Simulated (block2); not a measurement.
# [H2]+ (SMILES [H][H+]): DMRG/6-311G(d,p) (start occupation bias 0.1)

Wanted: a single-point energy of [H2]+. Input form: a Python script.

The calculation is run with block2 0.5.4.

## 1. The molecule

[H2]+ has 2 atoms, charge +1, and is taken as a doublet. SMILES: `[H][H+]`. The shape is that of a GFN2-xTB optimisation.

## 2. The energy at DMRG/6-311G(d,p) (start occupation bias 0.1)

Contents of block2_dmrg.py:

```python
import numpy as np
from pyscf import gto, mcscf, scf
from pyblock2._pyscf.ao2mo import integrals as itg
from pyblock2.driver.core import DMRGDriver, SymmetryTypes

geom = """
H      0.000000     0.000000     0.000000
H      0.000000     0.000000     1.026910
"""
mol = gto.M(
    atom=geom,
    basis="6-311g**",
    charge=1,
    spin=1,
    verbose=3,
    max_memory=2000,
)
print("basis functions         : %d" % (mol.nao))
mf = scf.ROHF(mol)
mf.conv_tol = 1e-10
mf.max_cycle = 200
mf.kernel()
if not mf.converged:
    mf = mf.newton().run(mf.mo_coeff, mf.mo_occ)
print("E(HF)                   : %.10f" % (mf.e_tot))
ncas, n_elec, spin, ecore, h1e, g2e, orb_sym = itg.get_rhf_integrals(mf, ncore=0, ncas=12, pg_symm=False, g2e_symm=1)
driver = DMRGDriver(scratch="./tmp", symm_type=SymmetryTypes.SU2, stack_mem=1500 << 20, n_threads=1)
idx = driver.orbital_reordering(h1e, g2e, method="fiedler")
print("orbital order:", idx.tolist())
h1e = h1e[np.ix_(idx, idx)]
g2e = g2e[np.ix_(idx, idx, idx, idx)]
orb_sym = np.array(orb_sym)[idx]
driver.initialize_system(n_sites=ncas, n_elec=n_elec, spin=spin, orb_sym=orb_sym)
mpo = driver.get_qc_mpo(h1e=h1e, g2e=g2e, ecore=ecore, iprint=0)
occs = np.array([1.9] * 0 + [1.0] * 1 + [0.1] * 11)[idx]
ket = driver.get_random_mps(tag="GS", bond_dim=25, nroots=1, occs=occs)
bond_dims = [25] * 3 + [50] * 4 + [100] * 3
noises = [0.0001] * 3 + [0.0001] * 4 + [1e-05] * 3 + [0]
thrds = [1e-09] * 10
e = driver.dmrg(mpo, ket, n_sweeps=16, tol=1e-09, bond_dims=bond_dims, noises=noises, thrds=thrds, iprint=1)
ms, dws, es = driver.get_dmrg_results()
print("max discarded weight    : %.3e" % (dws[-1]))
print("total energy            : %.10f" % (e))
dm1 = driver.get_1pdm(ket)
print("natural occupations     :", np.round(np.linalg.eigvalsh(dm1)[::-1], 5).tolist())
c_act = mf.mo_coeff[:, 0:12][:, idx]
dm_ao = c_act @ dm1 @ c_act.T
print("dipole moment (debye)   :", np.round(scf.hf.dip_moment(mol, dm_ao, verbose=0), 4).tolist())
print(f"max block entropy       : {max(driver.get_bipartite_entanglement(ket)):.4f}")
csf, coef = driver.get_csf_coefficients(ket, cutoff=0.1, iprint=1)
print(f"leading coefficient squared: {np.max(np.abs(coef)) ** 2:.4f}")
ci = mcscf.CASCI(mf, 12, (1, 0))
ci.fix_spin_(ss=0.75)
ci.fcisolver.conv_tol = 1e-10
ci.fcisolver.max_cycle = 200
ci.kernel()
print(f"FCI energy              : {ci.e_tot:.10f}")
```

Command:

```sh
$ python block2_dmrg.py
```

Output:

```text
basis functions         : 12
converged SCF energy = -0.601069007564393
E(HF)                   : -0.6010690076
orbital order: [2, 3, 9, 10, 0, 1, 6, 11, 4, 5, 8, 7]

Sweep =    0 | Direction =  forward | Bond dimension =   25 | Noise =  1.00e-04 | Dav threshold =  1.00e-09
Time elapsed =      0.057 | E =      -0.6010690076 | DW = 2.62473e-21

Sweep =    1 | Direction = backward | Bond dimension =   25 | Noise =  1.00e-04 | Dav threshold =  1.00e-09
Time elapsed =      0.111 | E =      -0.6010690076 | DE = 2.22e-16 | DW = 3.15742e-21

Sweep =    2 | Direction =  forward | Bond dimension =   25 | Noise =  1.00e-04 | Dav threshold =  1.00e-09
Time elapsed =      0.166 | E =      -0.6010690076 | DE = 4.44e-16 | DW = 4.31508e-22

Sweep =    3 | Direction = backward | Bond dimension =   50 | Noise =  1.00e-04 | Dav threshold =  1.00e-09
Time elapsed =      0.221 | E =      -0.6010690076 | DE = 0.00e+00 | DW = 2.03724e-22

Sweep =    4 | Direction =  forward | Bond dimension =   50 | Noise =  1.00e-04 | Dav threshold =  1.00e-09
Time elapsed =      0.276 | E =      -0.6010690076 | DE = 0.00e+00 | DW = 2.66713e-22

Sweep =    5 | Direction = backward | Bond dimension =   50 | Noise =  1.00e-04 | Dav threshold =  1.00e-09
Time elapsed =      0.331 | E =      -0.6010690076 | DE = 2.22e-16 | DW = 3.47673e-21

Sweep =    6 | Direction =  forward | Bond dimension =   50 | Noise =  1.00e-04 | Dav threshold =  1.00e-09
Time elapsed =      0.386 | E =      -0.6010690076 | DE = 0.00e+00 | DW = 1.32607e-21

Sweep =    7 | Direction = backward | Bond dimension =  100 | Noise =  1.00e-05 | Dav threshold =  1.00e-09
Time elapsed =      0.440 | E =      -0.6010690076 | DE = -4.44e-16 | DW = 8.94785e-21

Sweep =    8 | Direction =  forward | Bond dimension =  100 | Noise =  1.00e-05 | Dav threshold =  1.00e-09
Time elapsed =      0.495 | E =      -0.6010690076 | DE = -8.88e-16 | DW = 3.42857e-21

Sweep =    9 | Direction = backward | Bond dimension =  100 | Noise =  1.00e-05 | Dav threshold =  1.00e-09
Time elapsed =      0.549 | E =      -0.6010690076 | DE = -2.22e-16 | DW = 1.62903e-24

Sweep =   10 | Direction =  forward | Bond dimension =  100 | Noise =  0.00e+00 | Dav threshold =  1.00e-10
Time elapsed =      0.599 | E =      -0.6010690076 | DE = 8.88e-16 | DW = 1.78749e-28

max discarded weight    : 1.787e-28
total energy            : -0.6010690076
natural occupations     : [1.0, 0.0, 0.0, -0.0, -0.0, -0.0, -0.0, -0.0, -0.0, -0.0, -0.0, -0.0]
dipole moment (debye)   : [-0.0, 0.0, 2.4662]
max block entropy       : 0.0000
mps center changed (temporarily)
DTRIE T =      0.001
Number of CSF =          1 (cutoff =       0.1)
Sum of weights of included CSF =    0.999999999991620

CSF          0 0000-0000000  =   -0.999999999995810
leading coefficient squared: 1.0000
CASCI E = -0.601069007564393  E(CI) = -1.11637922065025  S^2 = 0.7500000
FCI energy              : -0.6010690076
```

It took 2 s on 1 thread of Arm Neoverse V1, shared host; peak memory 0.24 GiB.

## 3. Results

Level: DMRG/6-311G** (start occupation bias 0.1).

| quantity | value |
| --- | --- |
| total energy | -0.60107 Eh |
